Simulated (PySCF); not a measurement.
# C2H8GeSi: the cost of one run

The runs use PySCF 2.14.0, with density-fitted response routines of our own; the level of theory stands in each step. All values are computed, except where a source is named. Atoms are numbered from 0 throughout.

## 1. The molecule as given

12 atoms, charge 0, multiplicity 1; geometry from: GFN2-xTB. The atoms were then displaced at random by about 0.01 Å, so the start is not that level's minimum.

Bonds of the start (Å): C0–C1 1.34, C1–Ge2 1.94, Ge2–Si3 2.37, C0–H4 1.05, C0–H5 1.10, C1–H6 1.08, Ge2–H7 1.51, Ge2–H8 1.54, Si3–H9 1.43, Si3–H10 1.47, Si3–H11 1.47.

## 2. Relaxing the molecule at PBE0-D3(BJ)/def2-SVP

The job: settings as JSON, then the geometry in Å.

```
{"job": {"xc": "PBE0", "basis": "def2-SVP", "d3": "d3bj", "grid": 1, "shake": 0.01, "kind": "geom"}, "charge": 0, "multiplicity": 1}
C     -1.866420    -0.707710     0.417930
C     -1.497810     0.567000     0.261500
Ge     0.327920     1.088710    -0.155340
Si     1.881700    -0.690730    -0.323860
H     -1.197400    -1.512360     0.303090
H     -2.911770    -0.948190     0.638450
H     -2.212920     1.362970     0.371550
H      0.270440     1.963760    -1.390370
H      0.714600     2.130910     0.916580
H      3.220870    -0.219990    -0.458330
H      1.519070    -1.527930    -1.472640
H      1.791410    -1.534710     0.882400
```

Started as:

```bash
> OMP_NUM_THREADS=1 python probes_run.py task.json out
```

One launch serves the whole session: the jobs run in the order shown.

**Question.** How long does this first job take on 1 thread of Arm Neoverse V1, shared host, and how much memory does it need?

About 36 s, with a peak of 0.49 GiB.
